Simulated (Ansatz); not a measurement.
# C2H5BO2: the cost of one run

Computed with Ansatz 0.2.0, Gaussian basis. Level: the settings change from run to run.

## (1) The molecule

The geometry comes from an earlier relaxation with PBE0-D4 in a triple-zeta def2 set; it is a stationary point, not always the lowest conformer.

SMILES `BOC1CO1`, 10 atoms, charge 0, spin multiplicity 1.

Atoms are counted from 1 here; the program's logs count them from 0.

Bond lengths: B1–O2 1.347 Å, B1–H6 1.194 Å, B1–H7 1.200 Å, O2–C3 1.386 Å, C3–C4 1.454 Å, C3–O5 1.386 Å, C3–H8 1.087 Å, C4–O5 1.431 Å, C4–H9 1.087 Å, C4–H10 1.086 Å. Angles: O2–B1–H6 116.4°, O2–B1–H7 120.4°, H6–B1–H7 123.1°, B1–O2–C3 123.0°, O2–C3–C4 122.0°, O2–C3–O5 115.3°, O2–C3–H8 111.4°, C4–C3–O5 60.5°, C4–C3–H8 121.8°, O5–C3–H8 115.6°, C3–C4–O5 57.4°, C3–C4–H9 120.5°, C3–C4–H10 118.6°, O5–C4–H9 115.6°, O5–C4–H10 114.9°, H9–C4–H10 116.1°, C3–O5–C4 62.1°.

## (2) LC-wPBE/aug-cc-pVTZ

This run has density fitting with cc-pVTZ-jkfit.

Input file in.yaml:

```yaml
crystal:
  periodic: [false, false, false]
  atoms:
    - {symbol: B, position_ang: [-1.489776, 0.049385, -0.906901]}
    - {symbol: O, position_ang: [-0.880834, -0.801587, -0.058328]}
    - {symbol: C, position_ang: [0.167801, -0.423522, 0.765502]}
    - {symbol: C, position_ang: [1.324029, 0.298561, 0.260244]}
    - {symbol: O, position_ang: [1.359348, -1.101147, 0.557501]}
    - {symbol: H, position_ang: [-2.397449, -0.394117, -1.544189]}
    - {symbol: H, position_ang: [-1.121235, 1.187737, -0.995006]}
    - {symbol: H, position_ang: [-0.152022, -0.341588, 1.801635]}
    - {symbol: H, position_ang: [1.909969, 0.932676, 0.919915]}
    - {symbol: H, position_ang: [1.363471, 0.542502, -0.797373]}
basis:
  gaussian: {orbitals: aug-cc-pVTZ, fitting: {mean_field: cc-pVTZ-jkfit}}
hamiltonian: {xc: {name: LC-wPBE}}
```

Command:

```bash
> ansatz run in.yaml --threads 2 --pin off --events-out ev --progress --plain --max-ram 4352MiB
```

**Question.** How long does this run take on 2 threads of Arm Neoverse V2, shared host, and how much memory does it need?

About 7 s, with a peak of 0.94 GiB.
